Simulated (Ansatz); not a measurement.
# SrVO3: the cost of one run

Method: DFT PBE, scalar-relativistic, plane waves, PAW, in Ansatz 0.2.0.

1 further run of the same task is left out (set aside as unsound or not needed).

## (1) The system as given

The structure is cubic, space group Pm-3m (No. 221). The conventional cell has a = 3.859 Å, b = 3.859 Å, c = 3.859 Å, α = 90.00°, β = 90.00°, γ = 90.00°. Sr (site symmetry m-3m) has 12 O at 2.73 Å as nearest neighbours. V (site symmetry m-3m) has 6 O at 1.93 Å as nearest neighbours. Around O (site symmetry 4/mmm) lie 2 V at 1.93 Å and 4 Sr at 2.73 Å.

Structure file:

```
CELL_PARAMETERS angstrom
3.85886 0.00000 0.00000
0.00000 3.85886 0.00000
0.00000 0.00000 3.85886
ATOMIC_POSITIONS crystal
Sr 0.50000 0.50000 0.50000
V 0.00000 0.00000 0.00000
O 0.50000 0.00000 0.00000
O 0.00000 0.50000 0.00000
O 0.00000 0.00000 0.50000
```

This cell was relaxed beforehand with the same method: volume 11.49 Å³/atom, gap on the mesh none (metal), site moments up to 0.3 μB.

## (2) Electronic structure at the relaxed geometry

File input.yaml:

```yaml
crystal:
  lattice:
    - [3.8588620852, 0.0, 0.0]
    - [0.0, 3.8588620852, 0.0]
    - [0.0, 0.0, 3.8588620852]
  atoms:
    - { symbol: Sr, position: [0.5, 0.5, 0.5] }
    - { symbol: V, position: [0.0, 0.0, 0.0], spin: 0.29 }
    - { symbol: O, position: [0.5, 0.0, 0.0] }
    - { symbol: O, position: [0.0, 0.5, 0.0] }
    - { symbol: O, position: [0.0, 0.0, 0.5] }
basis:
  ecutwfc: 420
kpoints:
  mp_grid: { grid: [10, 10, 10] }
  band_path:
    path:
      - [[0.0, 0.0, 0.0], [0.0, 0.5, 0.0], [0.5, 0.5, 0.0], [0.0, 0.0, 0.0], [0.5, 0.5, 0.5], [0.0, 0.5, 0.0]]
      - [[0.5, 0.5, 0.5], [0.5, 0.5, 0.0]]
    npoints: 14
hamiltonian:
  xc: pbe
scf:
  occupations: { method: gaussian, width: 0.1 }
  n_extra_bands: 12
output:
  forces: true
  stress: true
  eigenvalues: true
  populations: true
  dos: { projected: true, de: 0.02, nscf_kmesh: { grid: [15, 15, 15] } }
  bader: true
  write_density: true
  write_potential: true
  elf: true
  volumetric_format: npy
magnetization:
  spin_polarized: true
checkpoint:
  read: start.run
  write: ck
  compress: false
  write_wavefunctions: false
  write_every: 100000
```

Started as:

```console
$ ansatz run input.yaml --threads 2 --pin off --max-ram 5120MiB --backend cpu --events-out ev --progress --plain --runs-dir out
```

What time and memory should one allow on 2 threads of an Arm CPU, shared host?

About 30 s, with a peak of 0.45 GiB.
